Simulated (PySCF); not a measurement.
# A diatomic session: BeF+

An exercise on one series of results from a longer session: the logs are not shown, and one member is left open.

Program: PySCF 2.14.0. Level of theory: Be cc-pVDZ, F cc-pVDZ, no relativity. These are calculated values, not measurements.

Set-up of the first run:

A driver script around PySCF takes these settings:

```yaml
atoms: Be, F
charge: 1
basis: Be cc-pVDZ, F cc-pVDZ
Hamiltonian: no relativity
basis_functions: 28
electrons_treated: 12
masses_in_u: 9.0122, 18.9984
levels: PBE0, PBE, r²SCAN, BP86, BLYP, PW91, HF, MP2, SCS-MP2, CCSD, CCSD(T)
grid: 80 radial by 434 angular points
occupations: held fixed by the projection of orbital angular momentum
dissociation_limit: Be+ + F, each in its ground configuration
starting_distance_in_angstrom: 1.675
values_of_2S_to_try: 0, 2
```

Command:

```bash
OMP_NUM_THREADS=1 python dia.py task.json out
```

Among the steps run: Set-up; The PBE0 curve of the state that the search chose; Other states along the same grid; PBE (GGA); r²SCAN (meta-GGA); BP86 (GGA); BLYP; PW91 (GGA); RHF (mean field); Adding correlation.

One of the session's tables, all rows but one given; the rest of the session is left out.

Energy (eV) from each level's lowest point:

| R (Å) | RHF | RHF-MP2 | RHF-SCS-MP2 | RHF-CCSD | RHF-CCSD(T) |
| --- | --- | --- | --- | --- | --- |
| 1.174 | 1.030 | 1.206 | 1.192 | n/a | n/a |
| 1.228 | 0.448 | 0.572 | 0.563 | 0.553 | 0.569 |
| 1.283 | ? | ? | ? | ? | ? |
| 1.324 | 0.019 | 0.055 | 0.053 | 0.050 | 0.055 |
| 1.365 | 0.000 | 0.000 | 0.000 | 0.000 | 0.000 |
| 1.406 | 0.053 | 0.018 | 0.020 | 0.023 | 0.018 |
| 1.461 | 0.212 | 0.134 | 0.138 | 0.144 | 0.132 |
| 1.529 | 0.517 | 0.387 | 0.393 | 0.403 | 0.381 |
| 1.611 | 0.987 | 0.801 | 0.808 | 0.822 | 0.788 |
| 1.720 | 1.715 | 1.459 | 1.463 | n/a | n/a |

**Question.** Estimate the row for R (Å) = 1.283.

Worked estimate for «RHF». A straight line through the neighbours (1.228, 0.448) and (1.324, 0.019) gives 0.448 + (0.019 − 0.448) × (1.283 − 1.228) / (1.324 − 1.228) = 0.202; a parabola fitted to 4 rows on both sides gives 0.115.

The run gave: RHF: 0.127; RHF-MP2: 0.201; RHF-SCS-MP2: 0.196; RHF-CCSD: 0.190; RHF-CCSD(T): 0.200. In «RHF» the line misses by +0.075 and the parabola by -0.012.
